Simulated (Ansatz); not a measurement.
# GeH₃I: basis-set convergence

How large a basis does GeH₃I need? Two functionals are run in growing sets.

Method: one geometry, several basis sets; program: Ansatz 0.2.0, Gaussian basis.

Levels to be run: PBE0-D4/def2-SVP; ωB97M-V/def2-SVP; PBE0-D4/def2-QZVPP; ωB97M-V/def2-QZVPP; the functionals' def2-TZVPP values are taken from earlier runs.

### 1 The relaxed structure

The geometry comes from an earlier relaxation with PBE0-D4 in a triple-zeta def2 set; it is a stationary point. I takes the def2 core potential; no spin-orbit term is included.

SMILES `[GeH3][I]`, 5 atoms, charge 0, spin multiplicity 1.

Atoms are counted from 1 here; the program's logs count them from 0.

Bond lengths: Ge1–I2 2.514 Å, Ge1–H3 1.532 Å, Ge1–H4 1.532 Å, Ge1–H5 1.532 Å. Angles: I2–Ge1–H3 107.5°, I2–Ge1–H4 107.5°, I2–Ge1–H5 107.5°, H3–Ge1–H4 111.3°, H3–Ge1–H5 111.3°, H4–Ge1–H5 111.3°.

### 2 PBE0-D4 in def2-SVP

The input, in.yaml:

```yaml
crystal:
  periodic: [false, false, false]
  atoms:
    - {symbol: Ge, position_ang: [-0.009335, 0.021044, -0.230426]}
    - {symbol: I, position_ang: [0.205697, -0.377097, 2.242655]}
    - {symbol: H, position_ang: [-0.354624, 1.499913, -0.431655]}
    - {symbol: H, position_ang: [-1.128151, -0.887971, -0.748800]}
    - {symbol: H, position_ang: [1.336313, -0.329489, -0.873174]}
basis:
  gaussian: {orbitals: def2-SVP}
hamiltonian: {xc: pbe0, dispersion: d4}
output: {orbitals: {seedname: orbitals}}
```

Command:

```console
> ansatz run in.yaml --threads 4 --pin off --events-out ev --progress --plain --max-ram 10444MiB
```

After this run come: ωB97M-V in def2-SVP; PBE0-D4 in def2-QZVPP; ωB97M-V in def2-QZVPP.

Q: Predict the results of all the runs planned. Wanted: PBE0-D4: double and triple zeta above quadruple; ωB97M-V: double and triple zeta above quadruple.

As calculated:

| quantity | value |
| --- | --- |
| PBE0-D4: double and triple zeta above quadruple | 8.70, 1.26 eV |
| ωB97M-V: double and triple zeta above quadruple | 8.70, 1.24 eV |

In words: For PBE0-D4 the step from double to triple zeta gains 7.43 eV and the next only 1.26 eV. Total energies overstate the basis error of differences, where much of it tends to cancel. The LUMO of ωB97M-V is positive and keeps falling with the basis (0.99 to 0.49 eV): an unbound level that the basis holds in place.
